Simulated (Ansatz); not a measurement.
# CH5OSi2: the cost of one run

Program: Ansatz 0.2.0. Level of theory: RKS PBE0/def2-SVP. These are calculated values, not measurements.

## Step 1: Starting point

Bond lengths: Si1–C2 1.784 Å, C2–O3 1.371 Å, O3–Si4 1.554 Å, Si1–H5 1.447 Å, Si1–H6 1.452 Å, C2–H7 1.082 Å, Si4–H8 1.441 Å, Si4–H9 1.449 Å. Angles: Si1–C2–O3 121.9°, Si1–C2–H7 123.7°, O3–C2–H7 114.5°, C2–Si1–H5 118.0°, C2–Si1–H6 121.7°, H5–Si1–H6 120.4°, C2–O3–Si4 157.3°, O3–Si4–H8 108.0°, O3–Si4–H9 122.6°, H8–Si4–H9 129.3°.

Coordinates:

```xyz
9

Si   -0.1689    1.9313   -0.8107
C    -0.5533    0.2056   -0.5711
O     0.1390   -0.5730    0.3204
Si    0.5227   -1.8572    1.1060
H    -0.9532    2.6743   -1.7735
H     0.8950    2.5852   -0.0701
H    -1.3382   -0.3133   -1.1044
H     1.6180   -1.5324    1.9843
H    -0.1611   -3.1204    0.9191
```

## Step 2: Relaxing end A

The input, input.yaml:

```yaml
crystal:
  periodic: [false, false, false]
  atoms:
    - { symbol: Si, position_ang: [-0.1689, 1.93133, -0.81074] }
    - { symbol: C, position_ang: [-0.55326, 0.20559, -0.57111] }
    - { symbol: O, position_ang: [0.13897, -0.57301, 0.32042] }
    - { symbol: Si, position_ang: [0.52268, -1.85724, 1.10599] }
    - { symbol: H, position_ang: [-0.95319, 2.67429, -1.77346] }
    - { symbol: H, position_ang: [0.89501, 2.5852, -0.0701] }
    - { symbol: H, position_ang: [-1.33816, -0.31331, -1.10444] }
    - { symbol: H, position_ang: [1.61796, -1.53243, 1.98429] }
    - { symbol: H, position_ang: [-0.16111, -3.12044, 0.91914] }
total_charge: 1
basis:
  gaussian: { orbitals: def2-SVP }
hamiltonian:
  xc: pbe0
relax:
  f_tol: 0.02
  max_steps: 50
```

Run with:

```
$ ansatz run input.yaml --threads 2 --pin off --max-ram 3072MiB --backend cpu --events-out ev --progress --plain --runs-dir out
```

Q: Estimate wall time and peak memory on 2 threads of INTEL XEON PLATINUM 8581C at 2.10GHz (Emerald Rapids), shared host.

About 10 s, with a peak of 0.19 GiB.
